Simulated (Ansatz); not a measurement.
Write a Python script for Ansatz 0.2.0, Python API that makes a single point from an input typed as a dict of MgI2, space group P-3m1. Use: LDA, PAW, the default cutoff (420 eV here), 5×5×3 k-points, fixed occupations.

```xyz
3
Lattice="4.1400 0.0000 0.0000 -2.0700 3.5853 0.0000 0.0000 0.0000 6.8800" Properties=species:S:1:pos:R:3 pbc="T T T"
Mg    0.0000    0.0000    0.0000
I     0.0000    2.3902    1.7200
I     2.0700    1.1951    5.1600
```

The script, `mgi2.py`:
```python
import ansatz as az
import numpy as np
import pandas as pd

deck = {
    "crystal": {
        "lattice": [[4.14, 0.0, 0.0], [-2.07, 3.585345, 0.0], [0.0, 0.0, 6.88]],
        "atoms": [
            {"symbol": "Mg", "position": [0.0, 0.0, 0.0]},
            {"symbol": "I", "position": [0.333333, 0.666667, 0.25]},
            {"symbol": "I", "position": [0.666667, 0.333333, 0.75]},
        ],
    },
    "kpoints": {"mp_grid": {"grid": [5, 5, 3]}},
    "hamiltonian": {"xc": "lda"},
    "scf": {"occupations": {"method": "fixed"}},
    "output": {"forces": True, "stress": True},
}

planned = az.Session.from_dict(deck).plan(threads=1, pin="off")
result = planned.execute()
summary = result.report

n_atoms = len(summary["lattice"]["sites"])
print("F =", round(summary["free_energy_ev"], 4), "eV for", n_atoms, "atoms")
print("E(sigma -> 0) =", round(summary["energy_sigma0_ev"], 4), "eV, TS =", round(summary["entropy_ts_ev"], 5), "eV")
print("closed by", summary["closed_by"], "after", summary["n_iterations"], "iterations")

sigma = summary["stress_gpa"]
voigt = [sigma[0][0], sigma[1][1], sigma[2][2], sigma[1][2], sigma[0][2], sigma[0][1]]
print("stress xx yy zz yz xz xy (GPa):", " ".join(f"{s:.3f}" for s in voigt))
print("P =", round(10 * float(np.mean(voigt[:3])), 2), "kbar")

table = pd.DataFrame(summary["forces_ev_ang"], columns=["fx", "fy", "fz"])
table.insert(0, "atom", [site["symbol"] for site in summary["lattice"]["sites"]])
print(table.round(4).to_string())
```

```console
$ python mgi2.py
DeckWarning: the atoms were moved onto the symmetric positions of the space group found under crystal.symmetry.tolerance 1.0e-5 (fractional; no operation is sought that the atoms, as they stand in a [...]
DeckWarning: basis.ecutwfc = 420 eV, auto-derived from the records' recommended cutoffs: set by Mg (normal level)
F = -16616.4856 eV for 3 atoms
E(sigma -> 0) = -16616.4856 eV, TS = 0.0 eV
closed by deck_thresholds after 6 iterations
stress xx yy zz yz xz xy (GPa): -1.763 -1.763 -2.391 -0.000 -0.000 0.000
P = -19.72 kbar
  atom   fx   fy      fz
0   Mg  0.0  0.0  0.0000
1    I -0.0 -0.0 -0.3778
2    I  0.0 -0.0  0.3778
```
(Warnings from the package without file and line, shortened, repeats left out.)

What to keep in mind:
- Total energies depend on the potentials; only differences at equal settings carry meaning. A total without «per atom» is that of the cell as typed.
- Of the deposited cell: the entry's cell lengths or inner coordinates differ somewhat from later room-temperature determinations.
- The starting cell is as deposited in a crystallographic database; the results hold for this polymorph, which needn't be the stable one.
- Wall time of the script: 1.2 s on 1 thread of Intel(R) Xeon(R) 6975P-C (Granite Rapids), on a shared host, peak memory 0.45 GiB.

(Lines on the test bed's own set-up are left out of the output.)
